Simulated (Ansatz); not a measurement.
Crystal: PPt.

```
Pt P
1.0
     3.74303    0.00000    0.00000
    -1.87151    3.24156    0.00000
     0.00000    0.00000    6.35374
Pt P
2 2
Direct
  0.33333 0.66667 0.37190
  0.66667 0.33333 0.87190
  0.33333 0.66667 0.00310
  0.66667 0.33333 0.50310
```

The cell comes from a database or a generator and needn't be the stable form of this composition.

- Program: Ansatz 0.2.0
- Task: relaxation of cell and atoms
- Functional: PBE
- Dispersion: D3(BJ)-ATM
- Potentials or basis: Ansatz PAW
- Cutoff: 420 eV (not typed: the program's choice for these potentials)
- k mesh: 8 × 8 × 4
- Occupations: fermi-dirac, width 0.05 eV
- Spin: no spin polarisation

At the start: volume 19.27 Å³/atom.

Task: How do energy, volume and symmetry change on relaxing?

Result: It ends after 6 steps and the volume is 18.63 Å³/atom (-3.3 %); space group P6_3mc (No. 186, to 0.05 Å).

Step by step:
| step | energy change (eV) | largest force (eV/Å) | volume (Å³) |
| --- | --- | --- | --- |
| 1 | 0.0000 | 0.1408 | 77.09 |
| 2 | -0.0330 | 0.0771 | 75.03 |
| 3 | -0.0456 | 0.1100 | 74.55 |
| 4 | -0.0486 | 0.0470 | 74.47 |
| 5 | -0.0489 | 0.0008 | 74.53 |
| 6 | -0.0482 | 0.0002 | 74.53 |

Final structure:
```cif
data_structure
_symmetry_space_group_name_H-M 'P 1'
_symmetry_Int_Tables_number 1
_cell_length_a 3.6250
_cell_length_b 3.6250
_cell_length_c 6.5494
_cell_angle_alpha 90.000
_cell_angle_beta 90.000
_cell_angle_gamma 120.000
_cell_volume 74.53
loop_
_atom_site_label
_atom_site_type_symbol
_atom_site_fract_x
_atom_site_fract_y
_atom_site_fract_z
_atom_site_occupancy
Pt1 Pt 0.33333 0.66667 0.36566 1
Pt2 Pt 0.66667 0.33333 0.86566 1
P1 P 0.33333 0.66667 0.00934 1
P2 P 0.66667 0.33333 0.50934 1
```

Caveat: the plane-wave basis is chosen anew once the cell has moved, so the energies of steps on either side of that aren't comparable; pairwise dispersion overbinds metals, which lowers pressure and volume.
